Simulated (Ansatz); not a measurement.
# Cl₂GaH₂N: one species, many methods

How much do the methods differ for Cl₂GaH₂N? The plan is to run it at one geometry with functionals of several rungs and with coupled cluster. The yardstick is the atomisation energy at the CCSD(T) limit.

Computed with Ansatz 0.2.0, Gaussian basis. Level: functionals in def2-TZVPP, the program's frozen cores in correlated methods.

Levels to be run: LDA (SPW92), PBE-D4, revPBE-D4, BLYP-D4, r2SCAN-D4, B97M-V, PBE0-D4, B3LYP-D4, r2SCANh-D4, r2SCAN0-D4, HSE06-D4, BHLYP-D4, CAM-B3LYP-D4, LC-ωPBE, ωB97X-V, ωB97M-V, B2PLYP, PBE-QIDH; CCSD(T)/def2-SVP; CCSD(T)/def2-TZVPP; MP2/def2-QZVPP; extrapolation to the limit; RPA on PBE.

**1. The relaxed structure**

The geometry comes from an earlier relaxation with PBE0-D4 in a triple-zeta def2 set; it is a stationary point.

SMILES `[NH2][Ga]([Cl])[Cl]`, 6 atoms, charge 0, spin multiplicity 1.

Atoms are counted from 1 here; the program's logs count them from 0.

Bond lengths: N1–Ga2 1.791 Å, N1–H5 1.005 Å, N1–H6 1.005 Å, Ga2–Cl3 2.124 Å, Ga2–Cl4 2.124 Å. Angles: Ga2–N1–H5 123.0°, Ga2–N1–H6 123.0°, H5–N1–H6 113.7°, N1–Ga2–Cl3 120.6°, N1–Ga2–Cl4 120.6°, Cl3–Ga2–Cl4 118.8°.

**2. LDA**

This LDA is Slater exchange with PW92 correlation.

Input file in.yaml:

```yaml
crystal:
  periodic: [false, false, false]
  atoms:
    - {symbol: N, position_ang: [-0.171993, 1.044654, -0.085019]}
    - {symbol: Ga, position_ang: [0.140180, -0.714932, 0.029616]}
    - {symbol: Cl, position_ang: [1.637003, -1.463798, 1.337573]}
    - {symbol: Cl, position_ang: [-0.961312, -2.087487, -1.159850]}
    - {symbol: H, position_ang: [0.296908, 1.722196, 0.489991]}
    - {symbol: H, position_ang: [-0.898687, 1.435268, -0.658513]}
basis:
  gaussian: {orbitals: def2-TZVPP}
hamiltonian: {xc: lda}
output: {orbitals: {seedname: orbitals}}
```

Started as:

```bash
$ ansatz run in.yaml --threads 4 --pin off --events-out ev --progress --plain --max-ram 10444MiB
```

After this run come: PBE-D4 (GGA); revPBE-D4 (GGA); BLYP-D4 (GGA); r2SCAN-D4 (meta-GGA); B97M-V (meta-GGA); PBE0-D4 (hybrid); B3LYP-D4 (hybrid); r2SCANh-D4 (hybrid); r2SCAN0-D4 (hybrid); HSE06-D4 (hybrid); BHLYP-D4 (hybrid); CAM-B3LYP-D4 (range-separated); LC-ωPBE (range-separated); ωB97X-V (range-separated); ωB97M-V (range-separated); B2PLYP (double hybrid); PBE-QIDH (double hybrid); CCSD(T) in def2-SVP; CCSD(T) in def2-TZVPP; MP2 in def2-QZVPP; RPA on PBE orbitals.

**Question.** What will the summary of the whole plan be? Wanted: atomisation energy, CCSD(T)/CBS; farthest beyond LDA; mean size of error, GGA; mean size of error, meta-GGA; mean size of error, hybrid; mean size of error, range-separated; mean size of error, double hybrid; gap, smallest and largest; T1 diagnostic.

As calculated:

| quantity | value |
| --- | --- |
| atomisation energy, CCSD(T)/CBS | 1845.3 kJ/mol |
| functionals within 18.5 kJ/mol (1.0 %) | PBE-D4, r2SCAN-D4, B97M-V, PBE0-D4, HSE06-D4, LC-ωPBE, ωB97X-V, ωB97M-V, PBE-QIDH |
| farthest beyond LDA | BHLYP-D4 (-87.1 kJ/mol) |
| mean size of error, GGA | 35.4 kJ/mol |
| mean size of error, meta-GGA | 2.3 kJ/mol |
| mean size of error, hybrid | 35.8 kJ/mol |
| mean size of error, range-separated | 13.2 kJ/mol |
| mean size of error, double hybrid | 27.2 kJ/mol |
| gap, smallest and largest | 4.58 eV (BLYP-D4), 12.27 eV (LC-ωPBE) |
| T1 diagnostic | 0.0114 |
| triples share of the correlation energy | 4.0 % |

The LDA atomisation energy is off by 269.4 kJ/mol (15 %): it overbinds. PBE-D4 misses by +16.1 kJ/mol. Double hybrids carry the basis error of their MP2 part in triple zeta, and no dispersion term here, so their miss is partly the set-up's. The rungs meta-GGA, range-separated miss on average by less than the doubt on the reference (18.5 kJ/mol), so they tie. The reference freezes the cores and leaves out relativity and excitations past (T), and its outer-core shells are covered unevenly, so misses under about 18.5 kJ/mol can't be ranked. Hartree-Fock recovers 69 % of the binding; the rest is correlation. CCSD(T) in def2-SVP is off by -151.3 kJ/mol, which most functionals beat. Orbital gaps span 4.6 to 12.3 eV; exact exchange widens them. Correlated methods include outer-core shells of Ga, which these sets cover unevenly.
